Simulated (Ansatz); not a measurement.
**AlClH₇NSi₂: one species, many methods**

How much do the methods differ for AlClH₇NSi₂? The plan is to run it at one geometry with functionals of several rungs and with coupled cluster, and see how far each lands from CCSD(T) at the basis-set limit for the atomisation energy.

Program: Ansatz 0.2.0, Gaussian basis. Level of theory: functionals in def2-TZVPP, the program's frozen cores in correlated methods. These are calculated values, not measurements.

Plan: PBE-D4, r2SCAN-D4, PBE0-D4, B3LYP-D4, ωB97X-V, ωB97M-V, B2PLYP; CCSD(T)/def2-TZVPP; MP2/def2-QZVPP; extrapolation to the limit.

### 1 The relaxed structure

All runs share one geometry, relaxed beforehand with PBE0-D4 in a triple-zeta def2 set.

SMILES `[SiH3][NH][AlH][SiH2]Cl`, 12 atoms, charge 0, spin multiplicity 1.

Atoms are counted from 1 here; the program's logs count them from 0.

Bond lengths: Si1–N2 1.729 Å, Si1–H6 1.486 Å, Si1–H7 1.489 Å, Si1–H8 1.489 Å, N2–Al3 1.781 Å, N2–H9 1.013 Å, Al3–Si4 2.459 Å, Al3–H10 1.585 Å, Si4–Cl5 2.081 Å, Si4–H11 1.489 Å, Si4–H12 1.488 Å. Angles: N2–Si1–H6 107.1°, N2–Si1–H7 111.5°, N2–Si1–H8 112.6°, H6–Si1–H7 109.1°, H6–Si1–H8 109.1°, H7–Si1–H8 107.5°, Si1–N2–Al3 128.7°, Si1–N2–H9 114.8°, Al3–N2–H9 116.6°, N2–Al3–Si4 116.8°, N2–Al3–H10 117.9°, Si4–Al3–H10 125.3°, Al3–Si4–Cl5 107.0°, Al3–Si4–H11 113.8°, Al3–Si4–H12 115.1°, Cl5–Si4–H11 106.3°, Cl5–Si4–H12 107.0°, H11–Si4–H12 107.1°.

### 2 PBE-D4 (GGA)

Contents of in.yaml:

```yaml
crystal:
  periodic: [false, false, false]
  atoms:
    - {symbol: Si, position_ang: [-1.905928, 0.397125, -0.305220]}
    - {symbol: N, position_ang: [-1.045207, -1.098100, -0.192793]}
    - {symbol: Al, position_ang: [0.675724, -1.365506, 0.177674]}
    - {symbol: Si, position_ang: [2.067705, 0.637686, 0.484464]}
    - {symbol: Cl, position_ang: [2.046880, 1.676080, -1.318584]}
    - {symbol: H, position_ang: [-0.970691, 1.471116, 0.118058]}
    - {symbol: H, position_ang: [-3.098538, 0.409696, 0.586801]}
    - {symbol: H, position_ang: [-2.378968, 0.681687, -1.687656]}
    - {symbol: H, position_ang: [-1.602254, -1.923088, -0.378462]}
    - {symbol: H, position_ang: [1.198017, -2.861077, 0.239385]}
    - {symbol: H, position_ang: [3.496309, 0.338615, 0.776542]}
    - {symbol: H, position_ang: [1.594053, 1.580566, 1.533692]}
basis:
  gaussian: {orbitals: def2-TZVPP}
hamiltonian: {xc: pbe, dispersion: d4}
output: {forces: true, orbitals: {seedname: orbitals}}
```

The run is started by

```sh
$ ansatz run in.yaml --threads 4 --pin off --events-out ev --progress --plain --max-ram 10444MiB
```

Further steps of the session: r2SCAN-D4 (meta-GGA); PBE0-D4 (hybrid); B3LYP-D4 (hybrid); ωB97X-V (range-separated); ωB97M-V (range-separated); B2PLYP (double hybrid); CCSD(T) in def2-TZVPP; MP2 in def2-QZVPP.

**Question.** What will the summary of the whole plan be? Wanted: atomisation energy, CCSD(T)/CBS; farthest; mean size of error, hybrid; mean size of error, range-separated; gap, smallest and largest; T1 diagnostic; triples share of the correlation energy.

The runs gave:

| quantity | value |
| --- | --- |
| atomisation energy, CCSD(T)/CBS | 873.8 kcal/mol |
| functionals within 4.4 kcal/mol (0.5 %) | r2SCAN-D4, B3LYP-D4, ωB97M-V |
| farthest | B2PLYP (-16.7 kcal/mol) |
| mean size of error, hybrid | 8.8 kcal/mol |
| mean size of error, range-separated | 3.1 kcal/mol |
| gap, smallest and largest | 3.93 eV (PBE-D4), 10.00 eV (ωB97X-V) |
| T1 diagnostic | 0.0116 |
| triples share of the correlation energy | 3.7 % |

In words: PBE-D4 is off by -8.1 kcal/mol. Double hybrids carry the basis error of their MP2 part in triple zeta, and no dispersion term here, so their miss is partly the set-up's. Misses under about 4.4 kcal/mol are within the doubt on the reference itself, which lacks core-valence correlation, relativity and higher excitations. Hartree-Fock recovers 74 % of the binding; the rest is correlation. Orbital gaps span 3.9 to 10.0 eV; exact exchange widens them.
